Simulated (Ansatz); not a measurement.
**Ga3Ir2: from a guess to a relaxed structure**

Aim: relax a trial structure of Ga3Ir2 and see where it ends.

Computed with Ansatz 0.2.0 (DFT PBE, scalar-relativistic, plane waves, PAW, unless a step's input says otherwise).

2 further runs of the same task are left out: 1 that didn't finish, 1 set aside as unsound or not needed.

**1. The starting structure**

The structure is cubic, space group Pm-3m (No. 221). The conventional cell has a = 4.507 Å, b = 4.507 Å, c = 4.507 Å, α = 90.00°, β = 90.00°, γ = 90.00°. Around Ga (site symmetry 4/mmm) lie 2 Ir at 2.25 Å. Around Ir (site symmetry m-3m) lie 6 Ga at 2.25 Å. Ir (site symmetry m-3m) is surrounded by 12 Ga at 3.19 Å.

Structure file:

```cif
data_structure
_symmetry_space_group_name_H-M 'Pm-3m'
_symmetry_Int_Tables_number 221
_cell_length_a 4.5070
_cell_length_b 4.5070
_cell_length_c 4.5070
_cell_angle_alpha 90.000
_cell_angle_beta 90.000
_cell_angle_gamma 90.000
_cell_volume 91.55
loop_
_atom_site_label
_atom_site_type_symbol
_atom_site_symmetry_multiplicity
_atom_site_Wyckoff_symbol
_atom_site_fract_x
_atom_site_fract_y
_atom_site_fract_z
_atom_site_occupancy
Ga1 Ga 3 d 0.50000 0.00000 0.00000 1
Ir1 Ir 1 a 0.00000 0.00000 0.00000 1
Ir2 Ir 1 b 0.50000 0.50000 0.50000 1
```

Recipe of the guess: random cell by space group and Wyckoff sites (Pm-3m, No. 221). Its size is a rough estimate.

**2. The guess as it stands, on a coarse mesh**

The input, input.yaml:

```yaml
crystal:
  lattice:
    - [4.50696621, 0.0, 0.0]
    - [0.0, 4.50696621, 0.0]
    - [0.0, 0.0, 4.50696621]
  atoms:
    - { symbol: Ga, position: [0.5, 0.0, 0.0] }
    - { symbol: Ga, position: [0.0, 0.5, 0.0] }
    - { symbol: Ga, position: [0.0, 0.0, 0.5] }
    - { symbol: Ir, position: [0.0, 0.0, 0.0] }
    - { symbol: Ir, position: [0.5, 0.5, 0.5] }
basis:
  ecutwfc: 420
kpoints:
  mp_grid: { grid: [4, 4, 4] }
hamiltonian:
  xc: pbe
scf:
  occupations: { method: gaussian, width: 0.1 }
  lower_state_search: "off"
output:
  forces: true
  stress: true
  eigenvalues: true
```

Started as:

```
> ansatz run input.yaml --threads 1 --pin off --max-ram 2560MiB --backend cpu --events-out ev --progress --plain --runs-dir out
```

Standard output, cut to the lines that bear on the results:

```text
[...]
SCF converged after 7 iterations
Free energy (F): -35216.480975 eV
[...]
E sigma→0 (E₀):  -35216.479750 eV
Entropy (-TS):   -0.002450 eV (-0.490 meV/atom)
Fermi energy:    13.050568 eV
[...]
--- Forces (eV/Å), atoms counted from 1 ---
  atom   1  Ga    -0.00000000    -0.00000000    -0.00000000
  atom   2  Ga     0.00000000    -0.00000000    -0.00000000
  atom   3  Ga     0.00000000    -0.00000000     0.00000000
  atom   4  Ir    -0.00000000    -0.00000000     0.00000000
  atom   5  Ir    -0.00000000    -0.00000000     0.00000000
[...]
--- Stress (GPa, compression-positive) ---
       14.556832       0.000000       0.000000
        0.000000      14.556832       0.000000
        0.000000       0.000000      14.556832
  P = ⅓ Tr σ = 14.5568 GPa (145.568 kbar)
--- Band table (eV; the first three rows and the last of 10) ---
[...]
```

It took 4.6 s on 1 thread of Intel Xeon at 2.50GHz (Skylake/Cascade Lake), shared host; peak memory 0.38 GiB.

From the probe: pressure 14.6 GPa, largest force 0.00 eV/Å, gap on this mesh none (metal). A guess like this is first relaxed loosely on the coarse mesh.

**3. Coarse relaxation**

input.yaml: that of step 2 with these lines changed.

```diff
@@ -24 +24,6 @@
   eigenvalues: true
+relax:
+  adjacent_minimum: "off"
+  f_tol: 0.04
+  max_steps: 70
+  cell: { stress_tol: 0.4 }
```

Started as:

```
> ansatz run input.yaml --threads 1 --pin off --max-ram 2560MiB --backend cpu --events-out ev --progress --plain --runs-dir out
```

Standard output, cut to the lines that bear on the results:

```text
Warning: RAYON_NUM_THREADS=1 ignored (pool sized by the plan → 1); use --threads N
[...]
Pseudopotentials: kind: paw
Pseudopotential: Ga, paw, valence charge 13, recommended cutoff 420 eV (normal), Ga.paw.azcp
Pseudopotential: Ir, paw, valence charge 17, recommended cutoff 420 eV (normal), Ir.paw.azcp
Functional definition: PBE
[...]
Crystal: 5 atoms, lattice volume = 91.549 Å³
Basis set: ecut = 420 eV, 1791 PW (Γ), exchange–correlation on 64×64×64 points (8 copies of the dense FFT grid, shifted against one another)
Bands: 44, of which v1, the nominal top of the filled ones, is band 37 counted from 1 (36 counted from 0)
Symmetry: 48 space group operations
Space group: Pm-3m (ITA 221), of the structure as read, at distance tolerance 4.5e-5 Å
k-points: 10 of 64
[...]
SCF iter   1: F=—  HF=-35216.484490 eV  |F-HF|=—  |Δ(HF+E_count)|=         —  Δρ=6.17e-3  dr2=2.14e-2  ethr=1.77e-3  ⟨swp⟩=6.9  Hψ=1584  notcnv=0
[...]
       -0.185554      -0.000000       0.000000
       -0.000000      -0.185554       0.000000
        0.000000       0.000000      -0.185554
  P = ⅓ Tr σ = -0.1856 GPa (-1.856 kbar)
--- Band table (eV; the first three rows and the last of 10) ---
[...]
--- Relaxed structure (2 steps of the walk, 2 accepted, 1 SCFs on fresh bases) ---
  F+E_penalty+E_count = -35216.94008770 eV   max|allowed force component| = 2.109e-29 eV/Å   (the final SCF, on the basis selected at the relaxed cell)
  cell:  # Å, volume = 103.0552 Å³
    - [4.688384929235268, -1.0271626370065257e-33, 1.79753461476142e-33]
    - [-1.0271626370065257e-33, 4.688384929235268, 0.0]
    - [2.5679065925163143e-34, 0.0, 4.688384929235268]
  atoms:
    - { symbol: Ga, position: [0.5, -2.2790555534396278e-35, 1.5953388874077403e-34] }
    - { symbol: Ga, position: [-3.418583330159443e-35, 0.5, -6.837166660318887e-35] }
    - { symbol: Ga, position: [8.774363880742572e-34, -2.2790555534396294e-35, 0.5] }
    - { symbol: Ir, position: [-3.1906777748154806e-34, 9.116222213758518e-35, 4.558111106879259e-35] }
    - { symbol: Ir, position: [0.5, 0.5, 0.5] }
```

It took 20 s on 1 thread of Intel Xeon at 2.50GHz (Skylake/Cascade Lake), shared host; peak memory 0.41 GiB.

Step by step:

| step | E - E(step 1) (eV/cell) | largest force component (eV/Å) | pressure (GPa) | volume (Å³) |
| --- | --- | --- | --- | --- |
| 1 | 0.0000 | 0.0000 | 14.56 | 91.55 |
| 2 | -0.4554 | 0.0000 | -0.19 | 103.06 |
| 3 | -0.4591 | 0.0000 | -0.19 | 103.06 |

Step 1 is the start. Step 3 repeats the geometry before it on a plane-wave basis chosen anew for that cell, so its energy need not be comparable with the rows above.

|  | before | after | change |
| --- | --- | --- | --- |
| a (Å) | 4.507 | 4.688 | +4.0 % |
| b (Å) | 4.507 | 4.688 | +4.0 % |
| c (Å) | 4.507 | 4.688 | +4.0 % |
| volume (Å³/atom) | 18.31 | 20.61 | +12.6 % |
| shortest distance (Å) | 2.253 | 2.344 | +4.0 % |
| space group (0.01 Å) | Pm-3m | Pm-3m | same |

Forces and stress were held to the start's 48 operations: a distortion of lower symmetry was not tested.

**4. Spin check on a coarse mesh**

The input, input.yaml:

```yaml
crystal:
  lattice:
    - [4.6883849292, 0.0, 0.0]
    - [0.0, 4.6883849292, 0.0]
    - [0.0, 0.0, 4.6883849292]
  atoms:
    - { symbol: Ga, position: [0.5, 0.0, 0.0] }
    - { symbol: Ga, position: [0.0, 0.5, 0.0] }
    - { symbol: Ga, position: [0.0, 0.0, 0.5] }
    - { symbol: Ir, position: [0.0, 0.0, 0.0], spin: 1.0 }
    - { symbol: Ir, position: [0.5, 0.5, 0.5], spin: 1.0 }
basis:
  ecutwfc: 420
kpoints:
  mp_grid: { grid: [4, 4, 4] }
hamiltonian:
  xc: pbe
scf:
  occupations: { method: gaussian, width: 0.1 }
  lower_state_search: "off"
output:
  forces: true
  stress: true
  eigenvalues: true
  populations: true
magnetization:
  spin_polarized: true
```

Started as:

```
> ansatz run input.yaml --threads 1 --pin off --max-ram 2560MiB --backend cpu --events-out ev --progress --plain --runs-dir out
```

Standard output, cut to the lines that bear on the results:

```text
[...]
SCF converged after 45 iterations
Magnetization: -0.0000 μB (36.5000 up, 36.5000 down)
Absolute magnetization: 0.0000 μB (∫|ρ↑−ρ↓|, with the PAW one-centre terms)
Spin contamination: 0.0000 ħ² per cell (⟨S²⟩ above its minimum at these occupations)
Per-site moments (μB) at R_I (Å): [(-6.9768619328623935e-9, 0.9669793916475), (-6.976861776544655e-9, 0.9669793916475), (-6.976862014076707e-9, 0.9669793916475), (1.4229726596133168e-7, 0.9669793916475), (-3.5533058346933504e-6, 1.3675153702031793)]
Free energy (F): -35216.940088 eV
[...]
E sigma→0 (E₀):  -35216.935110 eV
Entropy (-TS):   -0.009955 eV (-1.991 meV/atom)
Fermi energy:    11.010678 eV
[...]
--- Forces (eV/Å), atoms counted from 1 ---
  atom   1  Ga    -0.00000000    -0.00000000     0.00000000
  atom   2  Ga     0.00000000    -0.00000000     0.00000000
  atom   3  Ga     0.00000000    -0.00000000    -0.00000000
  atom   4  Ir     0.00000000     0.00000000    -0.00000000
  atom   5  Ir     0.00000000    -0.00000000     0.00000000
[...]
--- Stress (GPa, compression-positive) ---
       -0.185550      -0.000000       0.000000
       -0.000000      -0.185550       0.000000
        0.000000       0.000000      -0.185550
  P = ⅓ Tr σ = -0.1856 GPa (-1.856 kbar)
--- Band table (eV; the first three rows and the last of 20) ---
[...]
--- Löwdin populations: 5 sites ---
  site symbol       q [e]    m [muB]
     0     Ga     13.0510     0.0000
     1     Ga     13.0510     0.0000
     2     Ga     13.0510     0.0000
     3     Ir     16.7316     0.0000
     4     Ir     16.9214    -0.0000
  spilling = 0.002660 (of n_electrons = 73.000000)
```

Run time: 1.7 min. Hardware: 1 thread of Intel Xeon at 2.50GHz (Skylake/Cascade Lake), shared host; peak memory 0.55 GiB.

Site by site:

| atom | Löwdin electrons |
| --- | --- |
| Ga1 | 13.05 |
| Ga2 | 13.05 |
| Ga3 | 13.05 |
| Ir4 | 16.73 |
| Ir5 | 16.92 |

The Löwdin counts miss 0.19 of the 73 electrons, which the atomic orbitals do not span, so they are no charges.

The same cell is solved with trial moments on Ir. The largest site moment that stays is 0.00 μB and the cell's total 0.00 μB. The workflow keeps spin only above 0.25 μB on a site, so the next run goes without spin.

**5. Final relaxation**

The end of the coarse run is made exact in the group found at a tolerance of 0.06 Å and reduced to its primitive cell.

The input, input.yaml:

```yaml
crystal:
  lattice:
    - [4.6883849292, 0.0, 0.0]
    - [0.0, 4.6883849292, 0.0]
    - [0.0, 0.0, 4.6883849292]
  atoms:
    - { symbol: Ga, position: [0.5, 0.0, 0.0] }
    - { symbol: Ga, position: [0.0, 0.5, 0.0] }
    - { symbol: Ga, position: [0.0, 0.0, 0.5] }
    - { symbol: Ir, position: [0.0, 0.0, 0.0] }
    - { symbol: Ir, position: [0.5, 0.5, 0.5] }
basis:
  ecutwfc: 420
kpoints:
  mp_grid: { grid: [8, 8, 8] }
hamiltonian:
  xc: pbe
scf:
  occupations: { method: gaussian, width: 0.1 }
output:
  forces: true
  stress: true
  eigenvalues: true
relax:
  adjacent_minimum: "off"
  f_tol: 0.01
  max_steps: 80
  cell: { stress_tol: 0.05 }
```

Started as:

```
> ansatz run input.yaml --threads 1 --pin off --max-ram 2560MiB --backend cpu --events-out ev --progress --plain --runs-dir out
```

Standard output, cut to the lines that bear on the results:

```text
Warning: RAYON_NUM_THREADS=1 ignored (pool sized by the plan → 1); use --threads N
[...]
[... 4 set-up lines as earlier in the session ...]
[...]
Crystal: 5 atoms, lattice volume = 103.055 Å³
Basis set: ecut = 420 eV, 2007 PW (Γ), exchange–correlation on 64×64×64 points (8 copies of the dense FFT grid, shifted against one another)
Bands: 44, of which v1, the nominal top of the filled ones, is band 37 counted from 1 (36 counted from 0)
[... 1 set-up line as earlier in the session ...]
Space group: Pm-3m (ITA 221), of the structure as read, at distance tolerance 4.7e-5 Å
k-points: 35 of 512
[...]
SCF iter   1: F=—  HF=-35216.842914 eV  |F-HF|=—  |Δ(HF+E_count)|=         —  Δρ=8.34e-3  dr2=3.69e-2  ethr=1.77e-3  ⟨swp⟩=6.4  Hψ=5474  notcnv=0
[...]
  P = ⅓ Tr σ = 0.0021 GPa (0.021 kbar)
--- Band table (eV; the first three rows and the last of 35) ---
[...]
--- Relaxed structure (2 steps of the walk, 2 accepted, 1 SCFs on fresh bases) ---
  F+E_penalty+E_count = -35216.83646264 eV   max|allowed force component| = 3.723e-29 eV/Å   (the final SCF, on the basis selected at the relaxed cell)
  cell:  # Å, volume = 102.9022 Å³
    - [4.686063702376895, 1.504632769052528e-35, -8.024708101613482e-36]
    - [1.504632769052528e-35, 4.686063702376895, 8.024708101613482e-36]
    - [8.024708101613482e-36, 4.012354050806741e-36, 4.686063702376895]
  atoms:
    - { symbol: Ga, position: [0.49999999999999994, -7.01761986557477e-36, 6.8464584054388005e-37] }
    - { symbol: Ga, position: [7.01761986557477e-36, 0.49999999999999994, -1.7116146013597e-37] }
    - { symbol: Ga, position: [1.9854729375772518e-35, 1.5404531412237298e-36, 0.49999999999999994] }
    - { symbol: Ir, position: [-1.181014074938193e-35, 4.9636823439431296e-36, 2.39626044190358e-36] }
    - { symbol: Ir, position: [0.49999999999999994, 0.49999999999999994, 0.49999999999999994] }
```

Run time: 61 s. Hardware: 1 thread of Intel Xeon at 2.50GHz (Skylake/Cascade Lake), shared host; peak memory 0.47 GiB.

Step by step:

| step | E - E(step 1) (eV/cell) | largest force component (eV/Å) | pressure (GPa) | volume (Å³) |
| --- | --- | --- | --- | --- |
| 1 | 0.0000 | 0.0000 | -0.14 | 103.06 |
| 2 | -0.0001 | 0.0000 | 0.00 | 102.90 |
| 3 | -0.0001 | 0.0000 | 0.00 | 102.90 |

Step 1 is the start. Step 3 repeats the geometry before it on a plane-wave basis chosen anew for that cell, so its energy need not be comparable with the rows above.

|  | before | after | change |
| --- | --- | --- | --- |
| a (Å) | 4.688 | 4.686 | 0.0 % |
| b (Å) | 4.688 | 4.686 | 0.0 % |
| c (Å) | 4.688 | 4.686 | 0.0 % |
| volume (Å³/atom) | 20.61 | 20.58 | -0.1 % |
| shortest distance (Å) | 2.344 | 2.343 | 0.0 % |
| space group (0.01 Å) | Pm-3m | Pm-3m | same |

The run keeps the 48 symmetry operations of the start, so it could not have lowered the symmetry.

**6. Summary of results**

| quantity | value |
| --- | --- |
| symmetry at the end (tolerance 0.05 Å) | space group Pm-3m (No. 221) |
| conventional cell | a = 4.686 Å, b = 4.686 Å, c = 4.686 Å, α = 90.00°, β = 90.00°, γ = 90.00° |
| volume | 20.58 Å³/atom |
| energy over the elements | +0.57 eV/atom |
| gap on the mesh | none (metal) |

The space group Pm-3m (No. 221) is kept, and the volume per atom grows by 12.4 % from the first guess. With a positive formation energy it can't be a ground state. No finished test with a distortion of lower symmetry is shown, so the end may be a saddle point. The runs treat Ir without spin-orbit coupling. Other magnetic orders were not searched.
